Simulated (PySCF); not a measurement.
# GaBr₂Cl: geometry, electronic excitations

Wanted: the electronic excitations of GaBr₂Cl (`[Cl][Ga]([Br])[Br]`), by calculation.

Programs: PySCF 2.14.0, with density-fitted response routines of our own. Each step states its level of theory. These are calculated values for one molecule in the gas phase, unless marked as measured. Atoms are numbered from 0 throughout.

**1. Starting geometry**

4 atoms, charge 0, multiplicity 1; geometry from: GFN2-xTB. The atoms were then displaced at random by about 0.01 Å, so the start is not that level's minimum.

Bonds of the start (Å): Cl0–Ga1 2.09, Ga1–Br2 2.27, Ga1–Br3 2.28.

**2. Relaxing the molecule at PBE0-D3(BJ)/def2-SVP**

Job settings and geometry (Å):

```
{"job": {"xc": "PBE0", "basis": "def2-SVP", "d3": "d3bj", "grid": 1, "shake": 0.01, "kind": "geom"}, "charge": 0, "multiplicity": 1}
Cl    -1.075480    -1.889360    -0.030630
Ga    -0.045540    -0.075000    -0.008860
Br     2.227380    -0.019630    -0.001560
Br    -1.068360     1.958610     0.008040
```

On the command line:

```bash
OMP_NUM_THREADS=1 python probes_run.py task.json out
```

The driver reads the jobs from task.json and runs them one after another.

The log of the run:

```text
step   0  E = -7531.53093417  max force = 0.017008
step   1  E = -7531.53115409  max force = 0.009368
step   2  E = -7531.53194716  max force = 0.003662
step   3  E = -7531.53202260  max force = 0.001070
step   4  E = -7531.53202411  max force = 0.000895
step   5  E = -7531.53202488  max force = 0.000869
optimisation converged
```

Run time: 54 s. Hardware: 1 thread of Arm Neoverse V1, shared host; peak memory 0.5 GiB.

Step by step:

| step | energy from step 0 (eV) | largest force component (eV/Å) |
| --- | --- | --- |
| 0 | 0.0000 | 0.8746 |
| 1 | -0.0060 | 0.4817 |
| 2 | -0.0276 | 0.1883 |
| 3 | -0.0296 | 0.0550 |
| 4 | -0.0297 | 0.0460 |
| 5 | -0.0297 | 0.0447 |

Distances of close pairs at the start and the end, largest changes first:

| bond | before (Å) | after (Å) | change (Å) |
| --- | --- | --- | --- |
| Cl0–Ga1 | 2.086 | 2.126 | +0.039 |
| Ga1–Br3 | 2.276 | 2.260 | -0.016 |
| Ga1–Br2 | 2.274 | 2.261 | -0.012 |

The final coordinates are the input of the step that follows.

| at the end point | value |
| --- | --- |
| point group (found at 0.08 Å tolerance) | C2v |
| rotational constants (GHz, main isotopes) | 1.619, 0.823, 0.545 |
| dipole moment (D) | 0.37 |

**3. TDDFT and polarisability: PBE0/aug-cc-pVTZ**

Job settings and geometry (Å):

```
{"job": {"kind": "uv", "xc": "PBE0", "basis": "aug-cc-pVTZ"}, "charge": 0, "multiplicity": 1}
Cl    -1.238119    -1.725604    -0.330980
Ga    -0.010304    -0.020130    -0.010028
Br     1.204874     0.812096    -1.725834
Br     0.059329     0.909943     2.048451
```

With the program's defaults for keys left out, this is: TDDFT PBE0/aug-cc-pVTZ, vertical, gas phase, core orbitals frozen in the response.

The log of the run:

```text
coarse grid: 28400 points
cycle   1  E = -7532.6178657327  dE = -2.166e+00  |g| = 6.596e-01  |ddm| = 6.738e+00
cycle   2  E = -7532.5443667843  dE =  7.350e-02  |g| = 8.663e-01  |ddm| = 7.300e+00
cycle   3  E = -7532.6909202910  dE = -1.466e-01  |g| = 1.028e-01  |ddm| = 5.238e+00
cycle   4  E = -7532.6929610392  dE = -2.041e-03  |g| = 2.066e-02  |ddm| = 2.294e-01
cycle   5  E = -7532.6930839232  dE = -1.229e-04  |g| = 4.940e-03  |ddm| = 7.920e-02
cycle   6  E = -7532.6930911429  dE = -7.220e-06  |g| = 1.928e-03  |ddm| = 1.594e-02
final grid: 51184 points
cycle   7  E = -7532.6930306791  dE =  3.394e-07  |g| = 2.258e-03  |ddm| = 1.016e-02
cycle   8  E = -7532.6930300957  dE =  5.835e-07  |g| = 2.703e-03  |ddm| = 1.034e-02
cycle   9  E = -7532.6930319977  dE = -1.902e-06  |g| = 9.713e-05  |ddm| = 5.460e-03
cycle  10  E = -7532.6930319987  dE = -1.004e-09  |g| = 8.212e-06  |ddm| = 4.425e-04
cycle  11  E = -7532.6930319987  dE =  5.457e-12  |g| = 4.487e-06  |ddm| = 4.245e-05
converged SCF energy = -7532.6930319987

Static polarisability (au): isotropic 84.692, principal 61.890 91.372 100.814

Singlet excitations
state   eV       nm        f      main configurations
  1   5.2839    234.6   0.00620   H->L 0.98
  2   5.4594    227.1   0.00001   H-1->L 0.99
  3   5.6337    220.1   0.04049   H-2->L 0.96
  4   5.7203    216.7   0.00683   H-3->L 0.99
  5   5.7880    214.2   0.00000   H->L+1 1.00
  6   5.9584    208.1   0.02243   H-4->L 0.73, H-1->L+1 0.25
  7   6.0702    204.3   0.00008   H-2->L+1 1.00
  8   6.3675    194.7   0.11503   H-1->L+1 0.61, H-4->L 0.18, H-6->L 0.11
  9   6.3887    194.1   0.01072   H-4->L+1 0.92
 10   6.4954    190.9   0.03513   H-5->L 0.98

Triplet excitations (Tamm-Dancoff, eV): 4.9271 5.1418 5.1989 5.3735
```

Run time: 73 s. Hardware: 1 thread of Arm Neoverse V1, shared host; peak memory 0.85 GiB.

Frontier orbitals and where they lie:

| orbital | eV | atoms |
| --- | --- | --- |
| HOMO−3 | -9.36 | Br2 31 %, Br3 30 %, Cl0 24 % |
| HOMO−2 | -9.18 | Br2 41 %, Br3 40 %, Ga1 12 % |
| HOMO−1 | -9.10 | Br3 43 %, Br2 42 %, Ga1 15 % |
| HOMO | -8.88 | Br3 39 %, Br2 38 %, Ga1 19 % |
| LUMO | -2.27 | Ga1 42 %, Br2 21 %, Br3 21 % |
| LUMO+1 | -1.73 | Ga1 55 %, Br3 16 %, Br2 16 % |
| LUMO+2 | 0.00 | Ga1 75 %, Br2 10 %, Br3 10 % |

With each of the 10 states as a Gaussian band of 0.4 eV half-width at 1/e, the curve within the window shown has maxima at 194 nm (ε 6,800) L/(mol cm). Beyond the last state computed it falls off for lack of states. The curve at chosen wavelengths:

(nm, ε (L/mol/cm)): (182, 2460), (185, 3897), (189, 5725), (192, 6571), (195, 6757), (198, 6355), (202, 5333), (205, 4542), (208, 3908), (212, 3345), (215, 3063), (218, 2816), (221, 2554), (225, 2148), (228, 1815), (231, 1483), (234, 1174), (238, 822), (241, 611), (244, 445), (248, 282), (251, 197), (254, 135), (257, 91), (261, 52), (264, 34)

Further results of this job:

| property | computed |
| --- | --- |
| dipole moment (D) | 0.42 |
| polarisability (Å³) | 12.55 |
| HOMO–LUMO gap (eV) | 6.60 |
| −ε(HOMO) (eV) | 8.88 |

**4. Excited states and response: PBE0/def2-TZVPD**

Job settings and geometry (Å):

```
{"job": {"kind": "uv", "xc": "PBE0", "basis": "def2-TZVPD"}, "charge": 0, "multiplicity": 1}
Cl    -1.238119    -1.725604    -0.330980
Ga    -0.010304    -0.020130    -0.010028
Br     1.204874     0.812096    -1.725834
Br     0.059329     0.909943     2.048451
```

With the program's defaults for keys left out, this is: TDDFT PBE0/def2-TZVPD, vertical, gas phase, core orbitals frozen in the response.

The log of the run:

```text
coarse grid: 28400 points
cycle   1  E = -7532.4640599661  dE = -2.191e+00  |g| = 9.024e-01  |ddm| = 2.137e+00
cycle   2  E = -7532.3518547344  dE =  1.122e-01  |g| = 1.280e+00  |ddm| = 1.347e+00
cycle   3  E = -7532.5561586278  dE = -2.043e-01  |g| = 1.221e-01  |ddm| = 8.573e-01
cycle   4  E = -7532.5579155321  dE = -1.757e-03  |g| = 2.821e-02  |ddm| = 8.858e-02
cycle   5  E = -7532.5581098792  dE = -1.943e-04  |g| = 8.240e-03  |ddm| = 3.596e-02
cycle   6  E = -7532.5581312272  dE = -2.135e-05  |g| = 1.320e-03  |ddm| = 9.103e-03
cycle   7  E = -7532.5581317151  dE = -4.879e-07  |g| = 3.772e-04  |ddm| = 1.595e-03
final grid: 51184 points
cycle   8  E = -7532.5581161026  dE = -6.508e-08  |g| = 4.271e-04  |ddm| = 1.503e-03
cycle   9  E = -7532.5581160878  dE =  1.481e-08  |g| = 4.901e-04  |ddm| = 7.601e-04
cycle  10  E = -7532.5581161372  dE = -4.944e-08  |g| = 2.237e-05  |ddm| = 4.245e-04
cycle  11  E = -7532.5581161373  dE = -8.731e-11  |g| = 8.654e-06  |ddm| = 1.890e-05
converged SCF energy = -7532.5581161373

Static polarisability (au): isotropic 84.909, principal 62.121 91.638 100.967

Singlet excitations
state   eV       nm        f      main configurations
  1   5.2831    234.7   0.00616   H->L 0.98
  2   5.4617    227.0   0.00001   H-1->L 0.99
  3   5.6305    220.2   0.04054   H-2->L 0.96
  4   5.7216    216.7   0.00659   H-3->L 0.99
  5   5.7888    214.2   0.00000   H->L+1 1.00
  6   5.9563    208.2   0.02358   H-4->L 0.74, H-1->L+1 0.25
  7   6.0689    204.3   0.00008   H-2->L+1 1.00
  8   6.3698    194.6   0.10323   H-1->L+1 0.56, H-4->L 0.16, H-4->L+1 0.15
  9   6.3853    194.2   0.02043   H-4->L+1 0.85, H-1->L+1 0.10
 10   6.4960    190.9   0.03423   H-5->L 0.98

Triplet excitations (Tamm-Dancoff, eV): 4.9266 5.1449 5.1965 5.3752
```

It took 64 s on 1 thread of Arm Neoverse V1, shared host; peak memory 0.83 GiB.

This run: HOMO -8.87 eV, LUMO -2.27 eV; lowest singlet 5.28 eV.

**5. Run by run: electronic excitations**

Excitations and ground-state properties, with basis size and wall time:

| run | lowest singlet (eV) | brightest (eV) | f | gap (eV) | α (Å³) | μ (D) | functions | time |
| --- | --- | --- | --- | --- | --- | --- | --- | --- |
| PBE0/aug-cc-pVTZ | 5.28 | 6.37 | 0.115 | 6.60 | 12.55 | 0.42 | 227 | 73 s |
| PBE0/def2-TZVPD | 5.28 | 6.37 | 0.103 | 6.60 | 12.58 | 0.40 | 214 | 64 s |

**6. Outcome**

| quantity | value |
| --- | --- |
| point group | C2v |
| rotational constants (main isotopes) | 1.62, 0.82, 0.55 GHz |
| lowest singlet (PBE0/aug-cc-pVTZ) | 5.28 eV (235 nm), f = 0.006 |
| brightest single state of those computed | state 8, 6.37 eV, f = 0.115 |
| lowest triplet | 4.93 eV |
| range of the lowest singlet | 5.28 to 5.28 eV |

**Reading.** The start of the PBE0/def2-SVP relaxation was shaken at random by about 0.01 Å, so part of the energy gained, and of the first lengths quoted, undoes that. Over 5 steps the energy fell by 0.030 eV; of the close pairs, Cl0–Ga1 changed most, 2.086 to 2.126 Å. The first singlet state (HOMO→LUMO 0.98) lies at 5.28 eV and is weak; of the 10 states computed, the strongest absorption comes from state 8 at 6.37 eV. The lowest triplet lies 0.36 eV below the lowest singlet (triplets in Tamm-Dancoff, singlets in full TDDFT).
